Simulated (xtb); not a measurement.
**C2H4FIn (SMILES FC=[CH][InH2]): levels of theory compared**

Wanted: a comparison of 3 runs (GFN2-xTB, GFN0-xTB, GFN1-xTB) of C2H4FIn. 

The calculation is run with xtb 6.7.1.

6 further runs of the same task are left out: 6 set aside as unsound or not needed.

## (1) The structure to begin with

The species is C2H4FIn (8 atoms), meant as a singlet with charge 0. As SMILES, `FC=[CH][InH2]`. The In4–H8 distance was set to 2.239 Å, away from the relaxed value.

Bond lengths: F1–C2 1.384 Å, C2–C3 1.316 Å, C3–In4 2.210 Å, C2–H5 1.084 Å, C3–H6 1.081 Å, In4–H7 1.719 Å. Angles: F1–C2–C3 117.9°, C2–C3–In4 105.0°, F1–C2–H5 110.5°, C3–C2–H5 131.7°, C2–C3–H6 118.2°, In4–C3–H6 136.8°, C3–In4–H7 121.2°.

## (2) Energy and gradient at GFN2-xTB (run 1)

File .CHRG:

```
0
```

File .UHF:

```
0
```

File mol.coord:

```
$coord
      2.153675510809      1.143858782140     -2.322741748275  f
      1.283418835896      2.842514698305     -0.533303389083  c
     -0.730670164991      2.214331939957      0.782871959458  c
     -1.818075268884     -1.558109425372     -0.639732764422  in
      2.468107040685      4.512144421196     -0.495622250158  h
     -1.417339946896      3.530488391237      2.186957367316  h
     -3.656400842920     -1.886959565579     -3.298407346419  h
     -0.466327715774     -5.091092255093      1.256630078354  h
$end
```

The run is started by

```console
$ xtb --gfn2 --json --grad --parallel 1 -- mol.coord > run.log 2> xtb.err
```

Log:

```text
* xtb version 6.7.1
[...]
          :  # basis functions                  26          :
[...]
          :  # electrons                        22          :
[...]
          :  Hamiltonian                  GFN2-xTB          :
[...]
          :  net charge                          0          :
          :  unpaired electrons                  0          :
[...]
   *** convergence criteria satisfied after 12 iterations ***
[...]
         ::                     SUMMARY                     ::
         :::::::::::::::::::::::::::::::::::::::::::::::::::::
         :: total energy             -12.168478115553 Eh    ::
         :: gradient norm              0.045840403218 Eh/a0 ::
         :: HOMO-LUMO gap              2.800191647605 eV    ::
         ::.................................................::
         :: SCC energy               -12.272627413689 Eh    ::
         :: -> isotropic ES            0.017075478112 Eh    ::
         :: -> anisotropic ES          0.001689197222 Eh    ::
         :: -> anisotropic XC          0.003812231004 Eh    ::
         :: -> dispersion             -0.004146703619 Eh    ::
         :: repulsion energy           0.104149298135 Eh    ::
         :: add. restraining           0.000000000000 Eh    ::
         :: total charge               0.000000000000 e     ::
         :::::::::::::::::::::::::::::::::::::::::::::::::::::
[...]
        11        2.0000           -0.3863824             -10.5140 (HOMO)
        12                         -0.2834772              -7.7138 (LUMO)
[...]
          | TOTAL ENERGY              -12.168478115553 Eh   |
          | GRADIENT NORM               0.045840403218 Eh/α |
          | HOMO-LUMO GAP               2.800191647605 eV   |
           -------------------------------------------------
[...]
```

Standard error:

```text
normal termination of xtb
```

Wall time 0.03 s (1 thread of Arm Neoverse N1, shared host).

## (3) Energy and gradient at GFN0-xTB (run 2)

.CHRG is that of step 2.

.UHF is that of step 2.

File coord:

```
$coord angs
     1.1396760     0.6053040    -1.2291420  F
     0.6791560     1.5041940    -0.2822120  C
    -0.3866540     1.1717740     0.4142780  C
    -0.9620840    -0.8245160    -0.3385320  In
     1.3060660     2.3877240    -0.2622720  H
    -0.7500240     1.8682540     1.1572880  H
    -1.9348840    -0.9985360    -1.7454420  H
    -0.2467700    -2.6940900     0.6649800  H
$end
```

The run is started by

```console
$ xtb coord --grad --gfn0 --json > coord.out
```

Log:

```text
* xtb version 6.7.1
[...]
          :  # basis functions                  30          :
[...]
          :  # electrons                        22          :
[...]
 Zeroth order Hamiltonian       ...        0 min,  0.000 sec ( 14.108%)
[...]
         ::                     SUMMARY                     ::
         :::::::::::::::::::::::::::::::::::::::::::::::::::::
         :: total energy             -11.557714922219 Eh    ::
         :: gradient norm              0.049805703583 Eh/a0 ::
         :: HOMO-LUMO gap              3.002291693041 eV    ::
         ::.................................................::
         :: H0 energy                -11.600579624743 Eh    ::
         :: repulsion energy           0.109830895142 Eh    ::
         :: electrostat energy        -0.052412595647 Eh    ::
         :: -> Gsolv                   0.000000000000 Eh    ::
         ::    -> Gsasa                0.000000000000 Eh    ::
         ::    -> Gshift               0.000000000000 Eh    ::
         :: dispersion energy         -0.001654785289 Eh    ::
         :: short-range corr.         -0.012898811683 Eh    ::
         :: add. restraining           0.000000000000 Eh    ::
         :: total charge               0.000000000000 e     ::
         :::::::::::::::::::::::::::::::::::::::::::::::::::::
[...]
        11        2.0000           -0.4223202             -11.4919 (HOMO)
        12                         -0.3119880              -8.4896 (LUMO)
[...]
          | TOTAL ENERGY              -11.557714922219 Eh   |
          | GRADIENT NORM               0.049805703583 Eh/α |
          | HOMO-LUMO GAP               3.002291693041 eV   |
           -------------------------------------------------
[...]
```

Standard error:

```text
normal termination of xtb
```

It took 0.026 s on 1 thread of Arm Neoverse N1, shared host.

## (4) Energy and forces at GFN1-xTB (run 3)

.CHRG is that of step 3.

.UHF is that of step 3.

File coord:

```
$coord
      2.153675510809      1.143858782140     -2.322741748275  f
      1.283418835896      2.842514698305     -0.533303389083  c
     -0.730670164991      2.214331939957      0.782871959458  c
     -1.818075268884     -1.558109425372     -0.639732764422  in
      2.468107040685      4.512144421196     -0.495622250158  h
     -1.417339946896      3.530488391237      2.186957367316  h
     -3.656400842920     -1.886959565579     -3.298407346419  h
     -0.466327715774     -5.091092255093      1.256630078354  h
$end
```

The run is started by

```console
$ xtb --gfn 1 --json --grad -P 1 -- coord | tee run.log
```

Log:

```text
* xtb version 6.7.1
[...]
          :  # basis functions                  30          :
[...]
          :  # electrons                        22          :
[...]
          :  Hamiltonian                  GFN1-xTB          :
[...]
          :  net charge                          0          :
          :  unpaired electrons                  0          :
[...]
   *** convergence criteria satisfied after 10 iterations ***
[...]
         ::                     SUMMARY                     ::
         :::::::::::::::::::::::::::::::::::::::::::::::::::::
         :: total energy             -12.958762332627 Eh    ::
         :: gradient norm              0.070559916814 Eh/a0 ::
         :: HOMO-LUMO gap              4.576173668708 eV    ::
         ::.................................................::
         :: SCC energy               -13.060087854423 Eh    ::
         :: -> electrostatic           0.019953486938 Eh    ::
         :: repulsion energy           0.103408652509 Eh    ::
         :: dispersion energy         -0.002083130713 Eh    ::
         :: halogen bond corr.         0.000000000000 Eh    ::
         :: add. restraining           0.000000000000 Eh    ::
         :: total charge               0.000000000000 e     ::
         :::::::::::::::::::::::::::::::::::::::::::::::::::::
[...]
        11        2.0000           -0.4072759             -11.0825 (HOMO)
        12                         -0.2391046              -6.5064 (LUMO)
[...]
          | TOTAL ENERGY              -12.958762332627 Eh   |
          | GRADIENT NORM               0.070559916814 Eh/α |
          | HOMO-LUMO GAP               4.576173668708 eV   |
           -------------------------------------------------
[...]
```

Standard error:

```text
normal termination of xtb
```

It took 0.03 s on 1 thread of Arm Neoverse N1, shared host.

## (5) The series

| run | level | energy (Eh) | dipole moment (D) | HOMO energy (eV) | LUMO energy (eV) | wall time |
| --- | --- | --- | --- | --- | --- | --- |
| 1 | GFN2-xTB | -12.168478 | 3.18 | -10.51 | -7.71 | 0.03 s |
| 2 | GFN0-xTB | -11.557715 | 5.41 | -11.49 | -8.49 | 0.026 s |
| 3 | GFN1-xTB | -12.958762 | 2.90 | -11.08 | -6.51 | 0.03 s |

## (6) Outcome

| quantity | value |
| --- | --- |
| run 3: total energy | -12.95876 Eh |
| run 3: dipole moment | 2.90 D |
| run 3: HOMO energy | -11.08 eV |
| run 3: LUMO energy | -6.51 eV |
| run 3: HOMO–LUMO gap | 4.58 eV |
| run 3: dispersion energy | -5.47 kJ/mol |
| run 3: largest force on an atom | 2.597 eV/Å |

What this shows: The dipole moment (its size) runs from 2.90 D (GFN1-xTB) to 5.41 D (GFN0-xTB). The HOMO–LUMO gap runs from 2.80 eV (GFN2-xTB) to 4.58 eV (GFN1-xTB). Force-field and semi-empirical energies have zeros of their own, so their totals don't compare. All runs together took 0.086 s, the longest 0.03 s.
